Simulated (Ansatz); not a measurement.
# ZnSn2N3: the cost of one run

Computed with Ansatz 0.2.0 (DFT PBE, scalar-relativistic, plane waves, PAW, unless a step's input says otherwise).

## Step 1: The structure to begin with

It takes space group R-3m (No. 166, trigonal). Conventional cell: a = 5.369 Å, b = 5.369 Å, c = 12.744 Å, α = 90.00°, β = 90.00°, γ = 120.00°. Zn (site symmetry -3m) is surrounded by 6 N at 2.63 Å. Sn (site symmetry 3m) has 9 N at 3.09 to 3.11 Å and 3 Zn at 3.15 Å and 4 Sn at 3.15 to 3.29 Å as nearest neighbours. Around N (site symmetry 2/m) lie 2 Zn at 2.63 Å and 4 N at 2.68 Å and 6 Sn at 3.09 to 3.11 Å.

As a file:

```cif
data_structure
_symmetry_space_group_name_H-M 'R-3m:H'
_symmetry_Int_Tables_number 166
_cell_length_a 5.3686
_cell_length_b 5.3686
_cell_length_c 12.7442
_cell_angle_alpha 90.000
_cell_angle_beta 90.000
_cell_angle_gamma 120.000
_cell_volume 318.10
loop_
_atom_site_label
_atom_site_type_symbol
_atom_site_symmetry_multiplicity
_atom_site_Wyckoff_symbol
_atom_site_fract_x
_atom_site_fract_y
_atom_site_fract_z
_atom_site_occupancy
Zn1 Zn 3 a 0.00000 0.00000 0.00000 1
Sn1 Sn 6 c 0.33333 0.66667 0.29043 1
N1 N 9 d 0.83333 0.16667 0.16667 1
```

A structure generator made this guess: species swapped into a database cell of Er2Al3Cu (R-3m, No. 166), with Sn on the Er sites, N on the Al sites and Zn on the Cu sites. Lengths come from tabulated atomic sizes and are only a guess.

## Step 2: A first look at the guess

input.yaml

```yaml
crystal:
  lattice:
    - [2.68429708, 1.54977964, 4.24805607]
    - [-2.68429708, 1.54977964, 4.24805607]
    - [0.0, -3.09955928, 4.24805607]
  atoms:
    - { symbol: Zn, position: [0.0, 0.0, 0.0] }
    - { symbol: Sn, position: [0.62376601, 0.62376601, 0.62376601] }
    - { symbol: Sn, position: [0.37623399, 0.37623399, 0.37623399] }
    - { symbol: "N", position: [0.0, 0.5, 0.0] }
    - { symbol: "N", position: [0.5, 0.0, 0.0] }
    - { symbol: "N", position: [0.0, 0.0, 0.5] }
basis:
  ecutwfc: 420
kpoints:
  mp_grid: { grid: [6, 6, 6] }
hamiltonian:
  xc: pbe
scf:
  occupations: { method: gaussian, width: 0.1 }
  lower_state_search: "off"
output:
  forces: true
  stress: true
  eigenvalues: true
```

The run is started by

```console
$ ansatz run input.yaml --threads 1 --pin off --max-ram 2560MiB --backend cpu --events-out ev --progress --plain --runs-dir out
```

What time and memory should one allow on 1 thread of Intel Xeon at 2.70GHz, shared host?

About 9.5 s, with a peak of 0.44 GiB.
